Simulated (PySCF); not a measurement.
# C4HN3: the cost of one run

The runs use PySCF 2.14.0, with density-fitted response routines of our own; the level of theory stands in each step. All values are computed, except where a source is named. Atoms are numbered from 0 throughout.

## 1. The molecule as given

8 atoms, charge 0, multiplicity 1; geometry from: GFN2-xTB. The atoms were then displaced at random by about 0.01 Å, so the start is not that level's minimum.

Bonds of the start (Å): N0–C1 1.13, C1–C2 1.45, C2–C3 1.44, C3–N4 1.15, C2–C5 1.47, C5–N6 1.15, C2–H7 1.11.

## 2. Geometry optimisation at PBE0-D3(BJ)/def2-SVP

Job settings and geometry (Å):

```
{"job": {"xc": "PBE0", "basis": "def2-SVP", "d3": "d3bj", "grid": 1, "shake": 0.01, "kind": "geom"}, "charge": 0, "multiplicity": 1}
N     -1.606290    -1.792140    -0.683330
C     -0.897070    -1.030300    -0.232870
C      0.028860    -0.079990     0.342140
C     -0.445200     1.276560     0.221950
N     -0.894200     2.324710     0.114560
C      1.323770    -0.165300    -0.342910
N      2.336560    -0.243660    -0.882890
H      0.208700    -0.309030     1.410880
```

The run is started by

```sh
OMP_NUM_THREADS=1 python probes_run.py task.json out
```

The driver reads the jobs from task.json and runs them one after another.

Q: Estimate the wall time and peak memory of this first job on 1 thread of AMD EPYC 7B13, shared host.

About 17 s, with a peak of 0.42 GiB.
